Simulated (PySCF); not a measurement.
# H4O3Si: the cost of one run

The runs use PySCF 2.14.0, with density-fitted response routines of our own; the level of theory stands in each step. All values are computed, except where a source is named. Atoms count from 0, in the outputs and in this text.

## 1. The molecule as given

8 atoms, charge 0, multiplicity 1; geometry from: GFN2-xTB. The atoms were then displaced at random by about 0.01 Å, so the start is not that level's minimum.

Bonds of the start (Å): O0–Si1 1.62, Si1–O2 1.63, Si1–O3 1.61, O0–H4 0.93, Si1–H5 1.46, O2–H6 0.95, O3–H7 0.96.

## 2. Optimising the geometry at PBE0-D3(BJ)/def2-SVP

Job settings and geometry (Å):

```
{"job": {"xc": "PBE0", "basis": "def2-SVP", "d3": "d3bj", "grid": 1, "shake": 0.01, "kind": "geom"}, "charge": 0, "multiplicity": 1}
O      0.493240    -0.047260    -1.477110
Si     0.207290     0.075990     0.115170
O     -1.023710     1.120650     0.367870
O     -0.193130    -1.379180     0.664570
H      0.899750    -0.801820    -1.842200
H      1.414710     0.538160     0.795150
H     -1.043880     1.909600    -0.153760
H     -0.699150    -1.435280     1.477840
```

On the command line:

```bash
> OMP_NUM_THREADS=1 python probes_run.py task.json out
```

One launch serves the whole session: the jobs run in the order shown.

Q: Estimate the wall time and peak memory of this first job on 1 thread of Arm Neoverse V2, shared host.

About 35 s, with a peak of 0.35 GiB.
